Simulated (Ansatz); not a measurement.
Turn this script for Ansatz 0.2.0, Python API into the input file that the command-line program reads.

`c2h9aln2_deck.py`
```python
import ansatz as az

deck = {
    'crystal': {
        'periodic': [False, False, False],
        'atoms': [
            {'symbol': 'C', 'position_ang': [-0.9643, -1.3776, 0.7463]},
            {'symbol': 'N', 'position_ang': [0.35, -0.8567, 0.9604]},
            {'symbol': 'C', 'position_ang': [1.0174, -0.612, -0.3222]},
            {'symbol': 'Al', 'position_ang': [0.7853, 1.258, -0.9698]},
            {'symbol': 'N', 'position_ang': [-0.4145, 2.4178, 0.0125]},
            {'symbol': 'H', 'position_ang': [-1.0071, -2.2971, 0.2072]},
            {'symbol': 'H', 'position_ang': [-1.495, -1.4603, 1.7165]},
            {'symbol': 'H', 'position_ang': [-1.5552, -0.5781, 0.1345]},
            {'symbol': 'H', 'position_ang': [0.8695, -1.5963, 1.5109]},
            {'symbol': 'H', 'position_ang': [2.15, -0.6841, -0.1258]},
            {'symbol': 'H', 'position_ang': [0.758, -1.3567, -1.0656]},
            {'symbol': 'H', 'position_ang': [1.4189, 1.7611, -2.298]},
            {'symbol': 'H', 'position_ang': [-1.4195, 2.0272, 0.0188]},
            {'symbol': 'H', 'position_ang': [-0.5064, 3.3255, -0.4969]},
        ],
    },
    'basis': {
        'gaussian': {
            'orbitals': 'def2-SVP',
            'point_charges': [{'charge': 1.0, 'position_ang': [0.0, 0.0, 4.22]}],
        },
    },
    'hamiltonian': {'xc': 'pbe0'},
}
session = az.Session.from_dict(deck)
data = session.plan(threads=1).execute().report

for key in ('converged', 'free_energy_ev', 'reference_energy_ev', 'n_frozen', 'n_occupied', 'n_virtual'):
    print(f'{key:22s} {data[key]}')
symbols = ['C', 'N', 'C', 'Al', 'N', 'H', 'H', 'H', 'H', 'H', 'H', 'H', 'H', 'H']
state = data['mean_field']['state']
print(f'mean field: {state["energy"]["hartree"]:.7f} Ha, <S^2> = {abs(state["spin_squared"]):.4f}, stability: {state.get("stability", {}).get("kind")}')
```

Output of `python c2h9aln2_deck.py`:
```text
converged              True
free_energy_ev         -11782.601393787065
reference_energy_ev    -11782.601393787065
n_frozen               0
n_occupied             [24, 24]
n_virtual              [95, 95]
mean field: -433.0026147 Ha, <S^2> = 0.0000, stability: minimum
```

`input.yaml`:
```yaml
crystal:
  periodic: [false, false, false]
  atoms:
    - { symbol: C, position_ang: [-0.9643, -1.3776, 0.7463] }
    - { symbol: "N", position_ang: [0.35, -0.8567, 0.9604] }
    - { symbol: C, position_ang: [1.0174, -0.612, -0.3222] }
    - { symbol: Al, position_ang: [0.7853, 1.258, -0.9698] }
    - { symbol: "N", position_ang: [-0.4145, 2.4178, 0.0125] }
    - { symbol: H, position_ang: [-1.0071, -2.2971, 0.2072] }
    - { symbol: H, position_ang: [-1.495, -1.4603, 1.7165] }
    - { symbol: H, position_ang: [-1.5552, -0.5781, 0.1345] }
    - { symbol: H, position_ang: [0.8695, -1.5963, 1.5109] }
    - { symbol: H, position_ang: [2.15, -0.6841, -0.1258] }
    - { symbol: H, position_ang: [0.758, -1.3567, -1.0656] }
    - { symbol: H, position_ang: [1.4189, 1.7611, -2.298] }
    - { symbol: H, position_ang: [-1.4195, 2.0272, 0.0188] }
    - { symbol: H, position_ang: [-0.5064, 3.3255, -0.4969] }
basis:
  gaussian:
    orbitals: def2-SVP
    point_charges: [{ charge: 1.0, position_ang: [0.0, 0.0, 4.22] }]
hamiltonian:
  xc: pbe0
```

The program run on that file:
```console
$ ansatz run input.yaml --threads 1 --pin off --max-ram 4096MiB --backend cpu --events-out ev --progress --plain --runs-dir out
Engine: ansatz 0.2.0, aarch64-unknown-linux-gnu
Functional definition: PBE0
  parameter a = 0.25
  parameter kappa = 0.804
  parameter beta = 0.06672455060314922
  exchange = (1 - a)*pbe_x(kappa = kappa, mu = beta*pi^2/3) + a*exact_x
  correlation = pbe_c(beta = beta)
1408 factors; their error is unknown
mean field evaluation 1: about -11770.6777 eV, gradient 7.2e1 eV
mean field evaluation 2: about -11745.8058 eV, gradient 1.2e2 eV
mean field evaluation 4: about -11782.3901 eV, gradient 7.5e0 eV
mean field evaluation 8: about -11782.5205 eV, gradient 1.2e-1 eV
mean field evaluation 16: about -11782.6014 eV, gradient 1.5e-4 eV
mean field -11782.60136126 eV, -433.0026134924 hartree, gradient 1.9e-5 eV, S^2 0.000000; 0 other end points of the search recorded, 0 dependent functions left out
reference -11782.60139379 eV, -433.0026146876 hartree; 24, 24 occupied and 95, 95 virtual orbitals, 1408 factors
Total energy: -11782.60139379 eV, -433.0026146876 hartree
```

These settings explore the input space; basis and method may be short of convergence. The geometry is a force-field or estimated start, not a minimum of this method, and the basis set is short of its limit. Run time: 4 s on 1 thread of Arm Neoverse V1, with other jobs on the host, peak memory 0.27 GiB.

(Lines on the test bed's own set-up are left out of the output.)
